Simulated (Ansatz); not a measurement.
# CH7AlOSi: a ladder of functionals and wavefunction methods

Aim: compute CH7AlOSi with functionals from several rungs and with coupled cluster. The yardstick is the atomisation energy at the CCSD(T) limit.

Method: functionals in def2-TZVPP, the program's frozen cores in correlated methods; program: Ansatz 0.2.0, Gaussian basis.

The runs, in order: LDA (SPW92), PBE-D4, revPBE-D4, BLYP-D4, r2SCAN-D4, B97M-V, PBE0-D4, B3LYP-D4, r2SCANh-D4, r2SCAN0-D4, HSE06-D4, BHLYP-D4, CAM-B3LYP-D4, LC-ωPBE, ωB97X-V, ωB97M-V, B2PLYP, PBE-QIDH; CCSD(T)/def2-SVP; CCSD(T)/def2-TZVPP; MP2/def2-QZVPP; extrapolation to the limit; RPA on PBE.

### 1 The geometry

An earlier PBE0-D4 in a triple-zeta def2 set relaxation fixed the geometry.

SMILES `[AlH2][O]C[SiH3]`, 11 atoms, charge 0, spin multiplicity 1.

Atoms are counted from 1 here; the program's logs count them from 0.

Bond lengths: Al1–O2 1.691 Å, Al1–H5 1.584 Å, Al1–H6 1.576 Å, O2–C3 1.407 Å, C3–Si4 1.891 Å, C3–H7 1.097 Å, C3–H8 1.100 Å, Si4–H9 1.489 Å, Si4–H10 1.489 Å, Si4–H11 1.486 Å. Angles: O2–Al1–H5 118.4°, O2–Al1–H6 116.1°, H5–Al1–H6 125.6°, Al1–O2–C3 133.6°, O2–C3–Si4 109.8°, O2–C3–H7 109.4°, O2–C3–H8 112.1°, Si4–C3–H7 109.6°, Si4–C3–H8 109.5°, H7–C3–H8 106.3°, C3–Si4–H9 110.3°, C3–Si4–H10 108.8°, C3–Si4–H11 110.4°, H9–Si4–H10 109.1°, H9–Si4–H11 109.3°, H10–Si4–H11 108.9°.

### 2 LDA

This LDA is Slater exchange with PW92 correlation.

in.yaml reads:

```yaml
crystal:
  periodic: [false, false, false]
  atoms:
    - {symbol: Al, position_ang: [-0.578648, 2.259622, 0.118204]}
    - {symbol: O, position_ang: [-0.593708, 0.697432, -0.527724]}
    - {symbol: C, position_ang: [0.399429, -0.278535, -0.731159]}
    - {symbol: Si, position_ang: [0.114115, -1.735335, 0.440692]}
    - {symbol: H, position_ang: [0.809799, 2.872243, 0.573469]}
    - {symbol: H, position_ang: [-1.974590, 2.985601, 0.207529]}
    - {symbol: H, position_ang: [0.359929, -0.628349, -1.770342]}
    - {symbol: H, position_ang: [1.412283, 0.122530, -0.578016]}
    - {symbol: H, position_ang: [1.170760, -2.767662, 0.250282]}
    - {symbol: H, position_ang: [0.164320, -1.240337, 1.843956]}
    - {symbol: H, position_ang: [-1.218188, -2.344212, 0.193609]}
basis:
  gaussian: {orbitals: def2-TZVPP}
hamiltonian: {xc: lda}
output: {orbitals: {seedname: orbitals}}
```

On the command line:

```console
> ansatz run in.yaml --threads 2 --pin off --events-out ev --progress --plain --max-ram 4352MiB
```

The runs that follow: PBE-D4 (GGA); revPBE-D4 (GGA); BLYP-D4 (GGA); r2SCAN-D4 (meta-GGA); B97M-V (meta-GGA); B3LYP-D4 (hybrid); r2SCANh-D4 (hybrid); r2SCAN0-D4 (hybrid); HSE06-D4 (hybrid); BHLYP-D4 (hybrid); CAM-B3LYP-D4 (range-separated); LC-ωPBE (range-separated); ωB97X-V (range-separated); ωB97M-V (range-separated); B2PLYP (double hybrid); PBE-QIDH (double hybrid); CCSD(T) in def2-SVP; CCSD(T) in def2-TZVPP; MP2 in def2-QZVPP; RPA on PBE orbitals.

**Question.** What will the summary of the whole plan be? Wanted: atomisation energy, CCSD(T)/CBS; farthest beyond LDA; mean size of error, GGA; mean size of error, meta-GGA; mean size of error, hybrid; mean size of error, range-separated; mean size of error, double hybrid; gap, smallest and largest; T1 diagnostic.

As calculated:

| quantity | value |
| --- | --- |
| atomisation energy, CCSD(T)/CBS | 3575.4 kJ/mol |
| functionals within 17.9 kJ/mol (0.5 %) | PBE-D4, r2SCAN-D4, B3LYP-D4, CAM-B3LYP-D4, ωB97X-V, ωB97M-V |
| farthest beyond LDA | BHLYP-D4 (-81.6 kJ/mol) |
| mean size of error, GGA | 42.8 kJ/mol |
| mean size of error, meta-GGA | 13.7 kJ/mol |
| mean size of error, hybrid | 45.8 kJ/mol |
| mean size of error, range-separated | 15.9 kJ/mol |
| mean size of error, double hybrid | 54.3 kJ/mol |
| gap, smallest and largest | 4.44 eV (LDA (SPW92)), 11.35 eV (LC-ωPBE) |
| T1 diagnostic | 0.0131 |
| triples share of the correlation energy | 3.3 % |

What this shows: LDA overbinds by 413.5 kJ/mol (12 %). PBE-D4 misses by -15.0 kJ/mol. Double hybrids carry the basis error of their MP2 part in triple zeta, and no dispersion term here, so their miss is partly the set-up's. The rungs meta-GGA, range-separated miss on average by less than the doubt on the reference (17.9 kJ/mol), so they tie. The reference freezes the cores and leaves out relativity and excitations past (T), so misses under about 17.9 kJ/mol can't be ranked. Hartree-Fock recovers 74 % of the binding; the rest is correlation. CCSD(T) in def2-SVP is off by -206.7 kJ/mol, worse than the median functional, from the basis alone. The gap grows from 4.4 to 11.4 eV across the functionals, mostly with the share of exact exchange.
